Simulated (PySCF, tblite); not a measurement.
# C₅H₈ClFSi₂: geometry, infrared bands and NMR shifts

Wanted: the infrared bands and NMR shifts of C₅H₈ClFSi₂ (`C#C[C@@]1(Cl)[SiH2]C[SiH2][C@H]1F`), by calculation.

Computed with tblite 0.8.0 and PySCF 2.14.0, with density-fitted response routines of our own, on a single molecule in the gas phase. Atoms are numbered from 0 throughout.

## Step 1: The molecule as given

17 atoms, charge 0, multiplicity 1; geometry from: force field or distance geometry start.

Bonds of the start (Å): C0–C1 1.21, C1–C2 1.46, C2–Cl3 1.82, C2–Si4 1.91, Si4–C5 1.89, C5–Si6 1.88, Si6–C7 1.90, C7–F8 1.36, C7–C2 1.55, C0–H9 1.06, Si4–H10 1.48, Si4–H11 1.49, C5–H12 1.08, C5–H13 1.09, Si6–H14 1.48, Si6–H15 1.50, C7–H16 1.10.

## Step 2: Optimising the geometry with GFN2-xTB

Job settings and geometry (Å):

```
{"job": {"kind": "relax", "xc": "GFN2-xTB", "basis": "xTB"}, "charge": 0, "multiplicity": 1}
C      3.047600     1.670700     0.217900
C      2.021400     1.112200    -0.105100
C      0.789100     0.418700    -0.481800
Cl     0.869000     0.200300    -2.287000
Si     0.561800    -1.316500     0.284000
C     -1.296000    -1.669000     0.244900
Si    -1.968200     0.056200    -0.103800
C     -0.475400     1.229800    -0.098900
F     -0.355300     1.690800     1.178200
H      3.932000     2.176700     0.501400
H      1.007700    -1.335900     1.693400
H      1.298500    -2.382100    -0.453900
H     -1.557200    -2.363300    -0.543700
H     -1.633500    -2.063800     1.203400
H     -2.614700     0.054500    -1.437400
H     -2.993600     0.433300     0.922200
H     -0.640300     2.099600    -0.743800
```

Command:

```bash
> OMP_NUM_THREADS=1 python probes_run.py task.json out
```

The driver reads the jobs from task.json and runs them one after another.

**Question.** This job is followed by: GFN2-xTB harmonic vibrations, gas phase; GIAO PBE0/pcSseg-1 NMR shielding, non-relativistic, gas phase. What will the session give for the following? strongest single infrared mode (GFN2-xTB); zero-point energy (GFN2-xTB); 13C shifts against TMS (PBE0/pcSseg-1); 1H shifts against TMS (PBE0/pcSseg-1); 35Cl shifts against HCl (PBE0/pcSseg-1); 29Si shifts against TMS (PBE0/pcSseg-1); 19F shifts against CFCl3 (PBE0/pcSseg-1); surface potential, 1st and 99th percentile.

**Answer**, as computed:

| quantity | value |
| --- | --- |
| strongest single infrared mode (GFN2-xTB) | 2289 cm⁻¹, 738 km/mol |
| zero-point energy (GFN2-xTB) | 66.0 kcal/mol |
| 13C shifts against TMS (PBE0/pcSseg-1) | 96.8, 87.1, 86.4, 55.7, -16.6 ppm |
| 1H shifts against TMS (PBE0/pcSseg-1) | 5.06, 4.77, 4.70, 4.63, 4.44, 2.44, 0.38, 0.11 ppm |
| 35Cl shifts against HCl (PBE0/pcSseg-1) | 221 ppm |
| 29Si shifts against TMS (PBE0/pcSseg-1) | -11.6, -24.9 ppm |
| 19F shifts against CFCl3 (PBE0/pcSseg-1) | -218.6 ppm |
| surface potential, 1st and 99th percentile | -1.04 V and 1.48 V |

**Reading.** Relaxing lowered the energy by 0.338 eV in 100 steps; the close pair that moved most is Si6–H15, from 1.499 to 1.462 Å. No mode is imaginary among the 45: a minimum at this level. GFN2-xTB is a fitted tight-binding method: band positions and strengths are rough. Its intensities can rank the bands wrongly. C7 (sp3 CH bonded to F and Si) lies farthest downfield among carbon, at 96.8 ppm; pulled downfield by the heteroatom. The most deshielded hydrogen is H16 (hydrogen on an sp3 CH bonded to F and Si), at 5.06 ppm: its carbon carries F, an electronegative neighbour. At PBE0/pcSseg-1: The largest span, 514 ppm, is at Cl3, where the paramagnetic term is -419 ppm. By nearest atom (PBE0/pcSseg-1), the HOMO sits on C0 32 %; C1 21 % and the LUMO on Cl3 29 %; C2 23 %.
